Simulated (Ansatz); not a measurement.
Born–Oppenheimer molecular dynamics of a periodic cell of 16 atoms, Li (start crystal Li, start structure bcc, volume 1 times the crystal's). It starts from a structure without forces on its atoms.

All numbers below come from Ansatz, DFT PBE, scalar-relativistic, plane waves, PAW. Settings: cutoff 420 eV, k mesh 3x3x3, fermi-dirac smearing 0.11 eV, no spin polarisation.

```
ensemble        : NVT, Langevin thermostat
time step       : 1.5 fs
steps asked     : 60
set temperature : 1300 K
friction        : 0.02 /fs
seed            : 799082
```

First frame:

```xyz
16
Lattice="6.9800 0.0000 0.0000 0.0000 6.9800 0.0000 0.0000 0.0000 6.9800" Properties=species:S:1:pos:R:3
Li 0.000 0.000 0.000
Li 3.490 0.000 0.000
Li 0.000 3.490 0.000
Li 0.000 0.000 3.490
Li 1.745 1.745 1.745
Li 3.490 3.490 0.000
Li 3.490 0.000 3.490
Li 5.235 1.745 1.745
Li 0.000 3.490 3.490
Li 1.745 5.235 1.745
Li 1.745 1.745 5.235
Li 3.490 3.490 3.490
Li 5.235 5.235 1.745
Li 5.235 1.745 5.235
Li 1.745 5.235 5.235
Li 5.235 5.235 5.235
```

Task: What does the run give?

Result: All steps were run.

```yaml
steps_done: 60
time_covered: 90 fs
mean_temperature_over_the_second_half: 1042 K
spread_of_the_potential_energy_over_the_second_half: 21.2 meV per atom
mean_potential_energy_of_the_second_half_above_the_start: 120.6 meV per atom
```

The mean temperature of the second half is 20 % below the set value. A run of 0.09 ps of so small a system gives no equilibrium averages. Limits of this set-up: coarse k mesh.

Task: What happens to the structure?

Result: Mean squared displacements from the first frame to the last, about the centre of mass: Li 0.34 Å². This is one draw of velocities; another would differ in detail.

Task: How do temperature and energy run in time?

Result: 
```json
{"time (fs)": "0.0", "T (K)": "1219", "potential energy less start (eV)": "0.000"}
{"time (fs)": "3.0", "T (K)": "1191", "potential energy less start (eV)": "0.043"}
{"time (fs)": "6.0", "T (K)": "1121", "potential energy less start (eV)": "0.168"}
{"time (fs)": "9.0", "T (K)": "1161", "potential energy less start (eV)": "0.377"}
{"time (fs)": "12.0", "T (K)": "932", "potential energy less start (eV)": "0.654"}
{"time (fs)": "15.0", "T (K)": "743", "potential energy less start (eV)": "0.957"}
{"time (fs)": "18.0", "T (K)": "803", "potential energy less start (eV)": "1.273"}
{"time (fs)": "21.0", "T (K)": "772", "potential energy less start (eV)": "1.560"}
{"time (fs)": "24.0", "T (K)": "697", "potential energy less start (eV)": "1.754"}
{"time (fs)": "27.0", "T (K)": "781", "potential energy less start (eV)": "1.845"}
{"time (fs)": "30.0", "T (K)": "825", "potential energy less start (eV)": "1.853"}
{"time (fs)": "33.0", "T (K)": "1129", "potential energy less start (eV)": "1.816"}
{"time (fs)": "36.0", "T (K)": "1111", "potential energy less start (eV)": "1.776"}
{"time (fs)": "39.0", "T (K)": "1052", "potential energy less start (eV)": "1.742"}
{"time (fs)": "42.0", "T (K)": "919", "potential energy less start (eV)": "1.718"}
{"time (fs)": "45.0", "T (K)": "978", "potential energy less start (eV)": "1.693"}
{"time (fs)": "48.0", "T (K)": "1037", "potential energy less start (eV)": "1.680"}
{"time (fs)": "51.0", "T (K)": "1012", "potential energy less start (eV)": "1.682"}
{"time (fs)": "54.0", "T (K)": "832", "potential energy less start (eV)": "1.693"}
{"time (fs)": "57.0", "T (K)": "924", "potential energy less start (eV)": "1.712"}
{"time (fs)": "60.0", "T (K)": "817", "potential energy less start (eV)": "1.701"}
{"time (fs)": "63.0", "T (K)": "860", "potential energy less start (eV)": "1.686"}
{"time (fs)": "66.0", "T (K)": "901", "potential energy less start (eV)": "1.686"}
{"time (fs)": "69.0", "T (K)": "1044", "potential energy less start (eV)": "1.724"}
{"time (fs)": "72.0", "T (K)": "1114", "potential energy less start (eV)": "1.791"}
{"time (fs)": "75.0", "T (K)": "1208", "potential energy less start (eV)": "1.895"}
{"time (fs)": "78.0", "T (K)": "1350", "potential energy less start (eV)": "2.049"}
{"time (fs)": "81.0", "T (K)": "1263", "potential energy less start (eV)": "2.253"}
{"time (fs)": "84.0", "T (K)": "1076", "potential energy less start (eV)": "2.457"}
{"time (fs)": "87.0", "T (K)": "1085", "potential energy less start (eV)": "2.608"}
{"time (fs)": "90.0", "T (K)": "1057", "potential energy less start (eV)": "2.694"}
```

Time of the run: 8.8 min on 1 thread of Arm Neoverse V2, on a shared host, peak memory 0.56 GiB.
